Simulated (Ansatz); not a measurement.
The first iterations of a band of a periodic cell of 17 atoms, InW8C8 (surface WC(001), adsorbate In).

Computed with DFT PBE, scalar-relativistic, plane waves, PAW in Ansatz 0.2.0. Settings: PAW set soft_1, cutoff 420 eV, k mesh 3x3x1, gaussian smearing 0.05 eV, no spin polarisation.

- movable images: 3
- climbing image: yes
- spring: 5.0 eV/Å²
- optimiser: fire
- start path: default
- force threshold: 0.05 eV/Å
- iteration limit: 50
- end points: relaxed
- atoms held: 1, 5, 9, 13
- largest step: 1.0 Å

Initial state:

```xyz
17
Lattice="5.8006 0.0000 0.0000 -2.9003 5.0235 0.0000 0.0000 0.0000 15.2467" Properties=species:S:1:pos:R:3
W 0.000 0.000 1.000
C 1.447 0.841 2.315
W 0.004 -0.012 3.860
C 1.469 0.800 4.969
W -1.450 2.512 1.000
C -0.004 3.356 2.319
W -1.445 2.502 3.889
C 0.013 3.285 5.043
W 2.900 0.000 1.000
C 4.347 0.841 2.326
W 2.905 -0.011 3.860
C 4.374 0.803 5.035
W 1.450 2.512 1.000
C 2.899 3.355 2.316
W 1.454 2.506 3.855
C 2.926 3.287 5.047
In 1.498 4.055 6.777
```

Final state:

Only the atoms that move by more than 0.05 Å are listed.
```
C4 1.476 0.776 5.047
C16 2.919 3.312 4.969
In17 2.948 6.567 6.777
```

| iteration | highest image above the first end (eV) | largest band force component (eV/Å) |
| --- | --- | --- |
| 1 | 0.971 | 3.906 |
| 2 | 0.606 | 2.005 |
| 3 | 0.454 | 0.950 |
| 4 | 0.418 | 0.542 |
| 5 | 0.390 | 0.448 |
| 6 | 0.373 | 0.432 |
| 7 | 0.348 | 0.428 |
| 8 | 0.324 | 0.314 |
| 9 | 0.315 | 0.340 |
| 10 | 0.313 | 0.301 |
| 11 | 0.309 | 0.254 |
| 12 | 0.305 | 0.254 |

Q: Does the band converge within its limit, and where does its top end?

A: It converged. It ended after 38 iterations with the highest image 0.221 eV above the first end. The order of the point at the top wasn't checked. Limits of this set-up: coarse k mesh, thin slab, slab without dipole correction, odd electron count without spin, a typed lattice constant that wasn't relaxed here.

Run time: 14 min on 4 threads of Arm Neoverse V1, with other jobs on the host, peak memory 2.1 GiB.
